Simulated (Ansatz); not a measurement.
# BiTe: the cost of one run

Computed with Ansatz 0.2.0 (DFT r2SCAN, scalar-relativistic, plane waves, PAW, unless a step's input says otherwise).

**1. The starting structure**

The structure is trigonal, space group P-3m1 (No. 164). The conventional cell has a = 4.422 Å, b = 4.422 Å, c = 24.050 Å, α = 90.00°, β = 90.00°, γ = 120.00°. Bi (site symmetry 3m) has 6 Te at 3.09 to 3.28 Å as nearest neighbours. Around Bi (site symmetry 3m) lie 6 Te at 3.07 to 3.21 Å. Bi (site symmetry 3m) is surrounded by 3 Bi at 3.22 Å and 3 Te at 3.45 Å. Te (site symmetry 3m) is surrounded by 3 Bi at 3.09 Å. Around Te (site symmetry 3m) lie 6 Bi at 3.21 to 3.28 Å. Te (site symmetry 3m) has 6 Bi at 3.07 to 3.45 Å as nearest neighbours.

Coordinates:

```
Bi Te
1.0
     4.42200    0.00000    0.00000
    -2.21100    3.82956    0.00000
     0.00000    0.00000   24.05000
Bi Te
6 6
Direct
  0.00000 0.00000 0.12520
  0.00000 0.00000 0.87480
  0.33333 0.66667 0.29220
  0.66667 0.33333 0.70780
  0.66667 0.33333 0.45930
  0.33333 0.66667 0.54070
  0.33333 0.66667 0.05300
  0.66667 0.33333 0.94700
  0.66667 0.33333 0.21110
  0.33333 0.66667 0.78890
  0.00000 0.00000 0.36310
  0.00000 0.00000 0.63690
```

(A quick probe on a coarse mesh, which set the mesh and smearing, is not shown.)

**3. Coarse relaxation**

input.yaml reads:

```yaml
crystal:
  lattice:
    - [4.4219981227, 0.0, 0.0]
    - [-2.2109990613, 3.8295627097, 0.0]
    - [0.0, 0.0, 24.05]
  atoms:
    - { symbol: Bi, position: [0.0, 0.0, 0.1252] }
    - { symbol: Bi, position: [0.0, 0.0, 0.8748] }
    - { symbol: Bi, position: [0.3333333333, 0.6666666667, 0.2922] }
    - { symbol: Bi, position: [0.6666666667, 0.3333333333, 0.7078] }
    - { symbol: Bi, position: [0.6666666667, 0.3333333333, 0.4593] }
    - { symbol: Bi, position: [0.3333333333, 0.6666666667, 0.5407] }
    - { symbol: Te, position: [0.3333333333, 0.6666666667, 0.053] }
    - { symbol: Te, position: [0.6666666667, 0.3333333333, 0.947] }
    - { symbol: Te, position: [0.6666666667, 0.3333333333, 0.2111] }
    - { symbol: Te, position: [0.3333333333, 0.6666666667, 0.7889] }
    - { symbol: Te, position: [0.0, 0.0, 0.3631] }
    - { symbol: Te, position: [0.0, 0.0, 0.6369] }
basis:
  ecutwfc: 500
kpoints:
  mp_grid: { grid: [6, 6, 1] }
hamiltonian:
  xc: r2scan
scf:
  occupations: { method: gaussian, width: 0.1 }
  lower_state_search: "off"
output:
  forces: true
  stress: true
  eigenvalues: true
relax:
  adjacent_minimum: "off"
  f_tol: 0.04
  max_steps: 70
  cell: { stress_tol: 0.4 }
```

Launch:

```sh
ansatz run input.yaml --threads 1 --pin off --max-ram 3072MiB --backend cpu --events-out ev --progress --plain --runs-dir out
```

Q: Estimate wall time and peak memory on 1 thread of Arm Neoverse V2, shared host.

About 7.1 min, with a peak of 1.8 GiB.
